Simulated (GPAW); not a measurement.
Input of a GPAW 26.7.0 run:

The input run.py:

```python
from ase.calculators.mixing import SumCalculator
from ase.eos import EquationOfState
from ase.io import Trajectory, read
from ase.units import GPa
from dftd4.ase import DFTD4
from gpaw import GPAW, PW

atoms = read('LaBi.cif')

traj = Trajectory('eos.traj', 'w')
volumes, energies = [], []
for x in [0.94, 0.96, 0.98, 1.0, 1.02, 1.04, 1.06]:
    a = atoms.copy()
    a.set_cell(atoms.cell * x**(1 / 3), scale_atoms=True)
    calc = GPAW(mode=PW(800),
                xc='PBE',
                kpts={'size': (6, 6, 6), 'gamma': True},
                occupations={'name': 'fermi-dirac', 'width': 0.05},
                nbands=27,
                convergence={'density': 1e-05, 'energy': 1e-05},
                maxiter=150,
                txt=f'eos-{x:.2f}.txt')
    a.calc = SumCalculator([calc, DFTD4(method='pbe')])
    energies.append(a.get_potential_energy())
    volumes.append(a.get_volume())
    p = -a.get_stress()[:3].mean() / GPa
    calc.write(f'eos-{x:.2f}.gpw')
    traj.write(a)
    print(f'{x:.2f} {volumes[-1]:10.4f} A^3 {energies[-1]:14.6f} eV {p:9.3f} GPa', flush=True)

v0, e0, B = EquationOfState(volumes, energies, eos='birchmurnaghan').fit()
print(f'V0 = {v0:.4f} A^3, E0 = {e0:.6f} eV, B0 = {B / GPa:.2f} GPa')
```

LaBi.cif

```cif
data_LaBi
_cell_length_a 4.64215602
_cell_length_b 4.64215602
_cell_length_c 4.64215602
_cell_angle_alpha 60.00000000
_cell_angle_beta 60.00000000
_cell_angle_gamma 60.00000000
_space_group_name_H-M_alt 'P1'
_space_group_name_Hall 'P 1'
_space_group_IT_number 1
loop_
_space_group_symop_operation_xyz
'x,y,z'
loop_
_atom_site_label
_atom_site_type_symbol
_atom_site_symmetry_multiplicity
_atom_site_Wyckoff_symbol
_atom_site_fract_x
_atom_site_fract_y
_atom_site_fract_z
_atom_site_occupancy
Bi1 Bi 1 a 0.5000000000 0.5000000000 0.5000000000 1
La1 La 1 a 0.0000000000 0.0000000000 0.0000000000 1
```

Potentials or basis: GPAW PAW data sets (gpaw-data 1.2.1), pw.

Launch:

```console
$ OMP_NUM_THREADS=1 python run.py
```

Question: Predict the bulk modulus.

Answer: 52 GPa.

Question: Estimate the pressure derivative of the bulk modulus.

Answer: 4.0.

Question: What does it give for the equilibrium volume?

Answer: 35.74 Å³/atom.

Energy against volume, from the lowest point:
```
volume (Å³/atom)  energy (meV/atom)
          33.246              31.05
          33.954              15.09
          34.661               4.99
          35.368               0.11
          36.076               0.00
          36.783               4.17
          37.490              12.27
```

Caveat: one-centre terms of the f shell are cut off.

**Measured values to compare with.**

From “Tuning the electronic and the crystalline structure of LaBi by pressure”, 2016, arxiv:1607.03560, for a powder of LaBi: bulk modulus 52 ± 1 GPa.

A measured bulk modulus of LaBi is 52 GPa (powder; “Tuning the electronic and the crystalline structure of LaBi by pressure”, 2016, arxiv:1607.03560); the calculated 52 GPa misses it by -0.8 %. The fit is for a static lattice scaled at fixed shape and fixed fractional positions.
